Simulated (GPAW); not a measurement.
Crystal: CsLiCr2Te2S3.

```xyz
9
Lattice="3.6036 0.0000 0.0000 -1.8018 3.1208 0.0000 0.0000 0.0000 19.0665" Properties=species:S:1:pos:R:3 pbc="T T T"
Cs    0.0000    0.0000    7.1307
Li    1.8018    1.0403    0.3064
Cr    0.0000    0.0000   16.5187
Cr    0.0000    2.0805    3.2095
Te    0.0000    2.0805   10.2751
Te    1.8018    1.0403   14.7338
S     0.0000    0.0000    1.9124
S     0.0000    2.0805   17.7166
S     1.8018    1.0403    4.4631
```

The cell was built by a generator and needn't be a form met in nature.

Base run:

| Property | Result |
| --- | --- |
| Program | GPAW 26.7.0 |
| Functional | r2SCAN |
| Potentials or basis | GPAW PAW data sets (gpaw-data 1.2.1) |
| Cutoff | 800 eV |
| Basis | pw |
| k mesh | 6 × 6 × 1 |
| Occupations | fermi-dirac, width 0.05 eV |
| Spin | collinear spin, ferromagnetic start |
| Starting moments | [0.0, 0.0, 3.0, 3.0, 0.0, 0.0, 0.0, 0.0, 0.0] μB |

Its results: pressure 0.3 GPa; net moment 5.85 μB per cell; site moments Cs -0.00; Li -0.00; Cr +2.91, +2.88; Te -0.04, -0.14; S -0.06, -0.07 μB; largest force 0.307 eV/Å.

Q: The run is repeated on the same cell with these changes: functional from r2SCAN to LDA; potentials or basis from GPAW PAW data sets (gpaw-data 1.2.1) to the program's PAW data sets (release 1.2.1) made for this functional. What comes out?

A: Pressure -5.0 GPa; net moment 5.58 μB per cell; site moments Cs -0.00; Li -0.00; Cr +2.58, +2.77; Te -0.01, -0.14; S -0.05, -0.06 μB; largest force 0.692 eV/Å.

Caveats: only a ferromagnetic start was run, and an antiferromagnetic order may lie lower in energy; the PAW data sets were made with another functional, which shifts forces and pressure a little (some runs).
